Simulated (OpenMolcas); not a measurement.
# Pd⁴⁺ among point charges: CASSCF and CASPT2 levels and susceptibility

How does a field of 6 point charges split the states of Pd⁴⁺, and what χT follows?

Method: state-averaged CASSCF and CASPT2, spin-orbit coupling by RASSI with atomic mean-field integrals. Code: OpenMolcas 26.06.

**1. What is computed**

| Quantity | Value |
| --- | --- |
| Species | Pd⁴⁺ (palladium, Z = 46, 42 electrons) |
| Basis | ANO-RCC-VDZP [6s5p3d1f], 43 functions |
| Scalar Hamiltonian | DKH2, point nucleus |
| Inactive shells | 1s 2s 2p 3s 3p 3d 4s 4p |
| Active space | 6 electrons in 5 orbitals (4d) |
| Some configurations of this space | 4d6 |
| Orbitals | optimised for each spin and parity, averaged over all roots |

Outer shells as boxes (Hund's rule):

4d6
```
4d [↑↓][↑ ][↑ ][↑ ][↑ ]
```

The ion sits among 6 point charges of -1 e arranged as a tetragonal octahedron (D4h), 1.8 Å from the ion, with the axial distance 1.890 Å.

Each step is its own input file, run in one work folder so that later steps find the files of earlier ones. Labels, J, g values, rates, χT and fits are worked out afterwards by a script from the matrices that RASSI stores. The input lists half of the charges; inversion (Group=XYZ) makes the rest.

**2. One- and two-electron integrals**

a.inp reads:

```
&GATEWAY
Coord
1

Pd 0.0 0.0 0.0
Basis=ANO-RCC-VDZP
Group=XYZ
NoMove
AngMom=0.0 0.0 0.0
AMFI
XField
3 Angstrom 0
1.800000 0.000000 0.000000 -1.000000
0.000000 1.800000 0.000000 -1.000000
0.000000 0.000000 1.890000 -1.000000
&SEWARD
```

Run with:

```
> OMP_NUM_THREADS=1 MOLCAS_MEM=1689 MOLCAS_PROJECT=a pymolcas a.inp > a.log
```

**3. Reference wave functions, quintets of even parity, 5 roots**

a.inp reads:

```
&RASSCF
FileOrb=start.orb
Symmetry=1
Spin=5
nActEl=6 0 0
Inactive=9 9
Ras2=5 0
CIRoot=5 5 1
SDav=5
CIMx=300
Iter=120 100
PrWF=0.3
OrbListing=Nothing
MaxOrb=0
>>> COPY $Project.JobIph JOB001
```

start.orb holds the contracted functions of the basis, ordered by shell, or the orbitals of the step before.

**4. CASSCF: triplets of even parity, 45 roots**

a.inp reads:

```
&RASSCF
FileOrb=start.orb
Symmetry=1
Spin=3
nActEl=6 0 0
Inactive=9 9
Ras2=5 0
CIRoot=45 45 1
SDav=45
CIMx=300
Iter=120 100
PrWF=0.3
OrbListing=Nothing
MaxOrb=0
>>> COPY $Project.JobIph JOB002
```

**5. CASSCF: singlets of even parity, 50 roots**

a.inp reads:

```
&RASSCF
FileOrb=start.orb
Symmetry=1
Spin=1
nActEl=6 0 0
Inactive=9 9
Ras2=5 0
CIRoot=50 50 1
SDav=50
CIMx=300
Iter=120 100
PrWF=0.3
OrbListing=Nothing
MaxOrb=0
>>> COPY $Project.JobIph JOB003
```

**6. RASSI: spin-orbit coupling between the states**

a.inp reads:

```
&RASSI
NrOfJobIphs=3 5 45 50
1 2 3 4 5
1 2 3 4 5 6 7 8 9 10 11 12 13 14 15 16 17 18 19 20 21 22 23 24 25 26 27
28 29 30 31 32 33 34 35 36 37 38 39 40 41 42 43 44 45
1 2 3 4 5 6 7 8 9 10 11 12 13 14 15 16 17 18 19 20 21 22 23 24 25 26 27
28 29 30 31 32 33 34 35 36 37 38 39 40 41 42 43 44 45 46 47 48 49 50
IphNames
JOB001
JOB002
JOB003
EJob
SpinOrbit
DIPRint=1.0
SOCoupling=1000.0
Subsets=2
Property=9
'ANGMOM' 1 'ANGMOM' 2 'ANGMOM' 3 'MLTPL  1' 1 'MLTPL  1' 2 'MLTPL  1' 3
'AMFI' 1 'AMFI' 2 'AMFI' 3
SOProperty=3
'ANGMOM' 1 'ANGMOM' 2 'ANGMOM' 3
```

**7. CASPT2: IPEA 0.25, imaginary shift 0.1 (closed shells correlated: 4s 4p)**

a.inp reads:

```
>>> COPY JOB001 $Project.JobIph
&CASPT2
Multistate=5 1 2 3 4 5
NoMult
Frozen=8 6
IPEA=0.25
Imaginary=0.1
MaxIter=60
WThr=0.0 0.3 0.05
PrWF=0.5
NoMix
>>> COPY JOB002 $Project.JobIph
&CASPT2
Multistate=45 1 2 3 4 5 6 7 8 9 10 11 12 13 14 15 16 17 18 19 20 21 22
23 24 25 26 27 28 29 30 31 32 33 34 35 36 37 38 39 40 41 42 43 44 45
NoMult
Frozen=8 6
IPEA=0.25
Imaginary=0.1
MaxIter=60
WThr=0.0 0.3 0.05
PrWF=0.5
NoMix
>>> COPY JOB003 $Project.JobIph
&CASPT2
Multistate=50 1 2 3 4 5 6 7 8 9 10 11 12 13 14 15 16 17 18 19 20 21 22
23 24 25 26 27 28 29 30 31 32 33 34 35 36 37 38 39 40 41 42 43 44 45 46
47 48 49 50
NoMult
Frozen=8 6
IPEA=0.25
Imaginary=0.1
MaxIter=60
WThr=0.0 0.3 0.05
PrWF=0.5
NoMix
```

(Steps that only read results are left out.)

What does the calculation give? Wanted: spin-free ground state; first state of the same spin within the active space; lowest level; next level.

The runs gave:

| quantity | value |
| --- | --- |
| method | SS-CASPT2, IPEA 0.25, imaginary shift 0.1 (closed shells correlated: 4s 4p) |
| spin-free ground state | 5E, 2-fold in its orbital part |
| first state of the same spin within the active space | 5B2 at 861 cm⁻¹ |
| lowest level | 1-fold B2 |
| next level | 20.6 cm⁻¹ |
| χT at 300 K | 4.51 cm³ K/mol |
| effective moment at 300 K | 6.00 μB |

Cost by method:

| method | time of its own steps | time with the reference |
| --- | --- | --- |
| A. CASSCF | 35 s | 35 s |
| B. SS-CASPT2, IPEA 0.25, imaginary shift 0.1, +4s 4p | 9.7 s | 45 s |

Times are of one thread on a shared host.

The spin-free ground state (5E) comes to 100 % from free-ion D terms and keeps the highest spin of the shell. χT at 300 K is 4.51, against 3.01 cm³ K/mol for the spin alone, so orbital moment adds to it. An active space of the d shell alone favours high spin; real ions in strong fields can be low spin. The field of point charges can differ much from that of real complexes. With metal d orbitals alone active, the gaps between spin states are rough; where two lie within a few thousand cm-1, their order is open. Point charges carry no covalency, so the field is a model and not that of real ligands.
